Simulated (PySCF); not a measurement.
# InN: from the state search to spectroscopic constants

The task here is to estimate one member of a computed series from the others.

Program: PySCF 2.14.0. Level of theory: In def2-SVPD with ECP28, N def2-SVPD, scalar-relativistic core potentials. These are calculated values, not measurements.

The first run:

A driver script around PySCF takes these settings:

| Quantity | Value |
| --- | --- |
| atoms | In, N |
| charge | 0 |
| basis | In def2-SVPD with ECP28, N def2-SVPD |
| Hamiltonian | scalar-relativistic core potentials |
| basis functions | 52 |
| electrons treated | 28 |
| masses in u | 114.9039, 14.0031 |
| levels | PBE0, PBE, r²SCAN, B2PLYP, PW91, PBEsol, CAM-B3LYP, HF, MP2, SCS-MP2, CCSD, CCSD(T) |
| grid | 80 radial by 434 angular points |
| occupations | held fixed by the projection of orbital angular momentum |
| dissociation limit | In + N, each in its ground configuration |
| starting distance in angstrom | 2.045 |
| values of 2S to try | 0, 2, 4 |

The run is started by

```
$ OMP_NUM_THREADS=1 python dia.py task.json out
```

Steps of the session up to this table: Input; PBE0 along the bond; Excited determinants; PBE (GGA); r²SCAN (meta-GGA); B2PLYP (double hybrid); PW91 (GGA); PBEsol; CAM-B3LYP (range-separated hybrid); ROHF (mean field); Correlated methods on the Hartree–Fock reference.

One of the session's tables, all rows but one given; the rest of the session is left out.

Energy (eV) from each level's lowest point:

| R (Å) | ROHF | ROHF-MP2 | ROHF-SCS-MP2 | ROHF-CCSD | ROHF-CCSD(T) |
| --- | --- | --- | --- | --- | --- |
| 1.925 | 0.659 | 0.703 | 0.724 | n/a | n/a |
| 2.014 | 0.266 | 0.302 | 0.318 | 0.335 | 0.350 |
| 2.104 | 0.064 | 0.088 | 0.097 | 0.109 | 0.119 |
| 2.171 | ? | ? | ? | ? | ? |
| 2.238 | 0.000 | 0.000 | 0.000 | 0.000 | 0.000 |
| 2.305 | 0.041 | 0.027 | 0.022 | 0.015 | 0.009 |
| 2.395 | 0.144 | 0.111 | 0.100 | 0.081 | 0.068 |
| 2.507 | 0.327 | 0.269 | 0.248 | 0.213 | 0.187 |
| 2.641 | 0.589 | 0.500 | 0.469 | 0.406 | 0.365 |
| 2.820 | 0.970 | 0.838 | 0.792 | n/a | n/a |

**Question.** Estimate the row for R (Å) = 2.171.

Worked estimate for «ROHF». A straight line through the neighbours (2.104, 0.064) and (2.238, 0.000) gives 0.064 + (0.000 − 0.064) × (2.171 − 2.104) / (2.238 − 2.104) = 0.032; a parabola fitted to 4 rows on both sides gives 0.000.

As computed: ROHF: 0.003; ROHF-MP2: 0.016; ROHF-SCS-MP2: 0.021; ROHF-CCSD: 0.027; ROHF-CCSD(T): 0.032. In «ROHF» the line misses by +0.029 and the parabola by -0.003.

Caveats from the session: Lowest PBE0 solution found, without spin–orbit coupling: ³Σ⁻ (triplet), unpaired electrons π ↑↑. Warnings in the runs' records: inverted.
